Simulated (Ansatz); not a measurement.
# C2H7BFNS: a ladder of functionals and wavefunction methods

Aim: compute C2H7BFNS with functionals from several rungs and with coupled cluster. The yardstick is the atomisation energy at the CCSD(T) limit.

Computed with Ansatz 0.2.0, Gaussian basis. Level: functionals in def2-TZVPP, the program's frozen cores in correlated methods.

The runs, in order: PBE-D4, r2SCAN-D4, PBE0-D4, B3LYP-D4, ωB97X-V, ωB97M-V, B2PLYP; CCSD(T)/def2-TZVPP; MP2/def2-QZVPP; extrapolation to the limit.

## Step 1: The relaxed structure

An earlier PBE0-D4 in a triple-zeta def2 set relaxation fixed the geometry.

SMILES `CSCB(N)F`, 13 atoms, charge 0, spin multiplicity 1.

Atoms are counted from 1 here; the program's logs count them from 0.

Bond lengths: C1–S2 1.795 Å, C1–H7 1.091 Å, C1–H8 1.091 Å, C1–H9 1.092 Å, S2–C3 1.798 Å, C3–B4 1.578 Å, C3–H10 1.097 Å, C3–H11 1.094 Å, B4–N5 1.390 Å, B4–F6 1.344 Å, N5–H12 1.006 Å, N5–H13 1.005 Å. Angles: S2–C1–H7 107.2°, S2–C1–H8 111.0°, S2–C1–H9 111.1°, H7–C1–H8 108.8°, H7–C1–H9 108.9°, H8–C1–H9 109.7°, C1–S2–C3 100.7°, S2–C3–B4 112.3°, S2–C3–H10 109.1°, S2–C3–H11 110.7°, B4–C3–H10 107.5°, B4–C3–H11 110.0°, H10–C3–H11 107.0°, C3–B4–N5 123.8°, C3–B4–F6 117.7°, N5–B4–F6 118.6°, B4–N5–H12 121.9°, B4–N5–H13 122.8° and more.

## Step 2: PBE-D4 (GGA)

in.yaml reads:

```yaml
crystal:
  periodic: [false, false, false]
  atoms:
    - {symbol: C, position_ang: [0.396498, -2.413936, -0.046394]}
    - {symbol: S, position_ang: [-0.316834, -0.912542, -0.724600]}
    - {symbol: C, position_ang: [-0.121503, 0.208569, 0.667316]}
    - {symbol: B, position_ang: [-0.353651, 1.715114, 0.258931]}
    - {symbol: N, position_ang: [-0.252321, 2.186312, -1.044655]}
    - {symbol: F, position_ang: [-0.636318, 2.590569, 1.238735]}
    - {symbol: H, position_ang: [0.331042, -3.180555, -0.819345]}
    - {symbol: H, position_ang: [-0.159846, -2.750713, 0.830118]}
    - {symbol: H, position_ang: [1.445633, -2.267123, 0.217372]}
    - {symbol: H, position_ang: [0.901762, 0.125162, 1.054763]}
    - {symbol: H, position_ang: [-0.796222, -0.066726, 1.483275]}
    - {symbol: H, position_ang: [-0.029633, 1.578708, -1.814238]}
    - {symbol: H, position_ang: [-0.388008, 3.152563, -1.286477]}
basis:
  gaussian: {orbitals: def2-TZVPP}
hamiltonian: {xc: pbe, dispersion: d4}
output: {forces: true, orbitals: {seedname: orbitals}}
```

The run is started by

```
ansatz run in.yaml --threads 2 --pin off --events-out ev --progress --plain --max-ram 22528MiB --backend cuda --devices 0, --max-vram 18GiB
```

Further steps of the session: r2SCAN-D4 (meta-GGA); PBE0-D4 (hybrid); B3LYP-D4 (hybrid); ωB97X-V (range-separated); ωB97M-V (range-separated); B2PLYP (double hybrid); CCSD(T) in def2-TZVPP; MP2 in def2-QZVPP.

Q: Predict the results of all the runs planned. Wanted: atomisation energy, CCSD(T)/CBS; farthest; mean size of error, hybrid; mean size of error, range-separated; gap, smallest and largest; T1 diagnostic; triples share of the correlation energy.

The runs gave:

| quantity | value |
| --- | --- |
| atomisation energy, CCSD(T)/CBS | 5085.0 kJ/mol |
| functionals within 25.4 kJ/mol (0.5 %) | B3LYP-D4 |
| farthest | PBE-D4 (+132.1 kJ/mol) |
| mean size of error, hybrid | 29.2 kJ/mol |
| mean size of error, range-separated | 32.9 kJ/mol |
| gap, smallest and largest | 4.95 eV (PBE-D4), 11.31 eV (ωB97X-V) |
| T1 diagnostic | 0.0111 |
| triples share of the correlation energy | 3.8 % |

In words: PBE-D4 misses by +132.1 kJ/mol. Double hybrids carry the basis error of their MP2 part in triple zeta, and no dispersion term here, so their miss is partly the set-up's. Misses under about 25.4 kJ/mol are within the doubt on the reference itself, which lacks core-valence correlation, relativity and higher excitations. Hartree-Fock recovers 74 % of the binding; the rest is correlation. Orbital gaps span 4.9 to 11.3 eV; exact exchange widens them.
